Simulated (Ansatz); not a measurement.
# One shape, several levels: Al2H6O2 (SMILES [OH+]1[AlH2-][OH+][AlH2-]1)

Wanted: a comparison of 5 runs (HF/3-21G, HF/def2-SVP, B3LYP/6-31G, B3LYP/6-31G*, PBE0/def2-SVP) of Al2H6O2. 

Program for the calculation: Ansatz 0.2.0.

4 further runs of the same task are left out: 4 set aside as unsound or not needed.

**1. The molecule**

Al2H6O2: 10 atoms, total charge 0, spin state singlet. SMILES: `[OH+]1[AlH2-][OH+][AlH2-]1`. The shape comes from GFN2-xTB, which is rough for such elements, and wasn't checked as a minimum.

Bond lengths: O1–Al2 1.838 Å, Al2–O3 1.836 Å, O1–Al4 1.836 Å, O3–Al4 1.838 Å, O1–H5 0.957 Å, Al2–H6 1.538 Å, Al2–H7 1.538 Å, O3–H8 0.957 Å, Al4–H9 1.538 Å, Al4–H10 1.538 Å. Some angles: O1–Al2–O3 82.8°, Al2–O1–Al4 97.2°, Al2–O3–Al4 97.2°, O1–Al4–O3 82.8°, O1–Al2–H6 110.0°, O1–Al2–H7 110.2°, O3–Al2–H6 110.2°, O3–Al2–H7 110.1°, Al2–O1–H5 131.3°, Al4–O1–H5 131.5°.

**2. Energy and forces at HF/3-21G (run 1)**

The input, run.yaml:

```yaml
crystal:
  periodic: [false, false, false]
  atoms:
    - {symbol: O, position_ang: [-1.076710, 0.440900, -0.351400]}
    - {symbol: Al, position_ang: [-0.608230, -0.650350, 1.051430]}
    - {symbol: O, position_ang: [1.076820, -0.438400, 0.352780]}
    - {symbol: Al, position_ang: [0.607800, 0.649950, -1.052130]}
    - {symbol: H, position_ang: [-1.925330, 0.785010, -0.627960]}
    - {symbol: H, position_ang: [-1.112080, -2.080860, 0.795970]}
    - {symbol: H, position_ang: [-0.728470, 0.113980, 2.380490]}
    - {symbol: H, position_ang: [1.926010, -0.781210, 0.629740]}
    - {symbol: H, position_ang: [1.113600, 2.080480, -0.800860]}
    - {symbol: H, position_ang: [0.726610, -0.119490, -2.378070]}
basis:
  gaussian: {orbitals: 3-21G.json}
hamiltonian: {xc: hf}
accuracy: high
output: {forces: true, orbitals: {seedname: orbitals}}
```

The basis set 3-21G is read from a file made from the Basis Set Exchange's data (not shown).

Launch:

```
$ ansatz run run.yaml --threads 1 --pin off --max-ram 2610MiB --events-out events.jsonl --progress --plain --runs-dir runs
```

Output, shortened:

```text
Warning: RAYON_NUM_THREADS=1 ignored (pool sized by the plan → 1); use --threads N
Functional definition: HF
  name "HF"
[...]
1315 factors; integrals over basis functions are off by at most 9.7e-9 eV
[...]
mean field -17245.44498723 eV, -633.7584138982 hartree, gradient 2.7e-8 eV, S^2 0.000000; 0 other end points of the search recorded, 0 dependent functions left out
[...]
reference -17245.44498723 eV, -633.7584138982 hartree; 24, 24 occupied and 32, 32 virtual orbitals, 1315 factors
Total energy: -17245.44498723 eV, -633.7584138982 hartree
Atom 0 at    -1.076710     0.440900    -0.351400 Å, force     0.498845    -0.211218     0.179733 eV/Å
Atom 1 at    -0.608230    -0.650350     1.051430 Å, force     0.237793     0.263759    -0.423239 eV/Å
Atom 2 at     1.076820    -0.438400     0.352780 Å, force    -0.492250     0.207084    -0.178955 eV/Å
Atom 3 at     0.607800     0.649950    -1.052130 Å, force    -0.233382    -0.260005     0.432136 eV/Å
Atom 4 at    -1.925330     0.785010    -0.627960 Å, force    -0.027723     0.012552    -0.011448 eV/Å
Atom 5 at    -1.112080    -2.080860     0.795970 Å, force    -0.399347    -0.964565     0.015685 eV/Å
Atom 6 at    -0.728470     0.113980     2.380490 Å, force    -0.171877     0.357029     0.968183 eV/Å
Atom 7 at     1.926010    -0.781210     0.629740 Å, force     0.018685    -0.009909     0.010651 eV/Å
Atom 8 at     1.113600     2.080480    -0.800860 Å, force     0.399167     0.965109    -0.019945 eV/Å
Atom 9 at     0.726610    -0.119490    -2.378070 Å, force     0.170088    -0.359835    -0.972803 eV/Å
Dipole moment:    -0.000193     0.001775    -0.000210 e Å
```

Wall time 7.8 s (1 thread of Intel Xeon at 2.50GHz (Skylake/Cascade Lake), shared host); peak memory 0.14 GiB.

**3. Energy and gradient at HF/def2-SVP (run 2)**

The input, job.yaml:

```yaml
basis:
  gaussian: {orbitals: def2-SVP}
crystal:
  periodic: [false, false, false]
  atoms:
    - {symbol: O, position_ang: [-1.076710, 0.440900, -0.351400]}
    - {symbol: Al, position_ang: [-0.608230, -0.650350, 1.051430]}
    - {symbol: O, position_ang: [1.076820, -0.438400, 0.352780]}
    - {symbol: Al, position_ang: [0.607800, 0.649950, -1.052130]}
    - {symbol: H, position_ang: [-1.925330, 0.785010, -0.627960]}
    - {symbol: H, position_ang: [-1.112080, -2.080860, 0.795970]}
    - {symbol: H, position_ang: [-0.728470, 0.113980, 2.380490]}
    - {symbol: H, position_ang: [1.926010, -0.781210, 0.629740]}
    - {symbol: H, position_ang: [1.113600, 2.080480, -0.800860]}
    - {symbol: H, position_ang: [0.726610, -0.119490, -2.378070]}
hamiltonian: {xc: hf}
accuracy: high
output: {forces: true, orbitals: {seedname: orbitals}}
```

Launch:

```
$ ansatz run job.yaml --threads 1 --pin off --max-ram 2610MiB --events-out events.jsonl --progress --plain --runs-dir runs
```

Output, shortened:

```text
Warning: RAYON_NUM_THREADS=1 ignored (pool sized by the plan → 1); use --threads N
Functional definition: HF
  name "HF"
[...]
2102 factors; integrals over basis functions are off by at most 3.4e-9 eV
[...]
mean field -17332.35143468 eV, -636.9521669346 hartree, gradient 1.2e-8 eV, S^2 0.000000; 0 other end points of the search recorded, 0 dependent functions left out
[...]
reference -17332.35143468 eV, -636.9521669346 hartree; 24, 24 occupied and 70, 70 virtual orbitals, 2102 factors
Total energy: -17332.35143468 eV, -636.9521669346 hartree
Atom 0 at    -1.076710     0.440900    -0.351400 Å, force    -0.679885     0.271579    -0.205377 eV/Å
Atom 1 at    -0.608230    -0.650350     1.051430 Å, force    -0.126352    -0.126973     0.205642 eV/Å
Atom 2 at     1.076820    -0.438400     0.352780 Å, force     0.687036    -0.272031     0.208481 eV/Å
Atom 3 at     0.607800     0.649950    -1.052130 Å, force     0.130287     0.127508    -0.198375 eV/Å
Atom 4 at    -1.925330     0.785010    -0.627960 Å, force     0.713316    -0.289062     0.229984 eV/Å
Atom 5 at    -1.112080    -2.080860     0.795970 Å, force    -0.294014    -0.671985     0.061453 eV/Å
Atom 6 at    -0.728470     0.113980     2.380490 Å, force    -0.144054     0.206420     0.693632 eV/Å
Atom 7 at     1.926010    -0.781210     0.629740 Å, force    -0.722549     0.289969    -0.232039 eV/Å
Atom 8 at     1.113600     2.080480    -0.800860 Å, force     0.293456     0.672538    -0.064583 eV/Å
Atom 9 at     0.726610    -0.119490    -2.378070 Å, force     0.142757    -0.207964    -0.698819 eV/Å
Dipole moment:    -0.000152     0.001834    -0.000004 e Å
```

Wall time 20 s (1 thread of Intel Xeon at 2.50GHz (Skylake/Cascade Lake), shared host); peak memory 0.29 GiB.

Runs 3 to 4 aren't shown in full; the table further down has their settings and results.

**4. Energy and forces at PBE0/def2-SVP (run 5)**

The input, molecule.yaml:

```yaml
crystal:
  periodic: [false, false, false]
  atoms:
    - {symbol: O, position_ang: [-1.076710, 0.440900, -0.351400]}
    - {symbol: Al, position_ang: [-0.608230, -0.650350, 1.051430]}
    - {symbol: O, position_ang: [1.076820, -0.438400, 0.352780]}
    - {symbol: Al, position_ang: [0.607800, 0.649950, -1.052130]}
    - {symbol: H, position_ang: [-1.925330, 0.785010, -0.627960]}
    - {symbol: H, position_ang: [-1.112080, -2.080860, 0.795970]}
    - {symbol: H, position_ang: [-0.728470, 0.113980, 2.380490]}
    - {symbol: H, position_ang: [1.926010, -0.781210, 0.629740]}
    - {symbol: H, position_ang: [1.113600, 2.080480, -0.800860]}
    - {symbol: H, position_ang: [0.726610, -0.119490, -2.378070]}
basis:
  gaussian:
    orbitals: def2-SVP
total_charge: 0
hamiltonian:
  xc: pbe0
accuracy: high
output: {forces: true, orbitals: {seedname: orbitals}}
```

Launch:

```
$ ansatz run molecule.yaml --threads 1 --pin off --max-ram 2610MiB --events-out events.jsonl --progress --plain --runs-dir runs
```

Output, shortened:

```text
Warning: RAYON_NUM_THREADS=1 ignored (pool sized by the plan → 1); use --threads N
Functional definition: PBE0
  name "PBE0"
[...]
2102 factors; integrals over basis functions are off by at most 3.4e-9 eV
[...]
mean field -17371.66544441 eV, -638.3969301445 hartree, gradient 3.5e-8 eV, S^2 0.000000; 0 other end points of the search recorded, 0 dependent functions left out
[...]
reference -17371.66544783 eV, -638.3969302699 hartree; 24, 24 occupied and 70, 70 virtual orbitals, 2102 factors
Total energy: -17371.66544783 eV, -638.3969302699 hartree
Atom 0 at    -1.076710     0.440900    -0.351400 Å, force    -0.044027     0.014401     0.001471 eV/Å
Atom 1 at    -0.608230    -0.650350     1.051430 Å, force    -0.136042    -0.137177     0.221575 eV/Å
Atom 2 at     1.076820    -0.438400     0.352780 Å, force     0.050838    -0.015470     0.001838 eV/Å
Atom 3 at     0.607800     0.649950    -1.052130 Å, force     0.139353     0.137473    -0.215403 eV/Å
Atom 4 at    -1.925330     0.785010    -0.627960 Å, force    -0.066400     0.026656    -0.023857 eV/Å
Atom 5 at    -1.112080    -2.080860     0.795970 Å, force    -0.307072    -0.753129    -0.001929 eV/Å
Atom 6 at    -0.728470     0.113980     2.380490 Å, force    -0.127426     0.291404     0.750649 eV/Å
Atom 7 at     1.926010    -0.781210     0.629740 Å, force     0.057765    -0.024436     0.022020 eV/Å
Atom 8 at     1.113600     2.080480    -0.800860 Å, force     0.306841     0.753764    -0.001269 eV/Å
Atom 9 at     0.726610    -0.119490    -2.378070 Å, force     0.126169    -0.293485    -0.755096 eV/Å
Dipole moment:    -0.000088     0.001718     0.000070 e Å
```

It took 43 s on 1 thread of Intel Xeon at 2.50GHz (Skylake/Cascade Lake), shared host; peak memory 0.34 GiB.

**5. All runs side by side**

```tsv
run	level	Cartesian functions	energy (Eh)	dipole moment (D)	HOMO energy (eV)	LUMO energy (eV)	wall time
1	HF/3-21G	no	-633.758414	0.01	-10.75	2.88	7.8 s
2	HF/def2-SVP	no	-636.952167	0.01	-10.98	2.83	20 s
3	B3LYP/6-31G	no	-638.999339	0.01	-7.40	-0.52	42 s
4	B3LYP/6-31G* (Cartesian functions)	yes	-639.063947	0.01	-7.36	-0.50	40 s
5	PBE0/def2-SVP	no	-638.396930	0.01	-7.63	-0.08	43 s
```

**6. Results**

| quantity | value |
| --- | --- |
| run 5: total energy | -638.39693 Eh |
| run 5: dipole moment | 0.01 D |
| run 5: HOMO energy | -7.63 eV |
| run 5: LUMO energy | -0.08 eV |
| run 5: HOMO–LUMO gap | 7.55 eV |
| run 5: largest force on an atom | 0.820 eV/Å |

**Reading.** The HOMO–LUMO gap runs from 6.86 eV (B3LYP/6-31G*) to 13.81 eV (HF/def2-SVP). The two ends differ in method and basis. Totals of different functionals can't be ranked against each other. All runs together took 2.6 min, the longest 43 s.
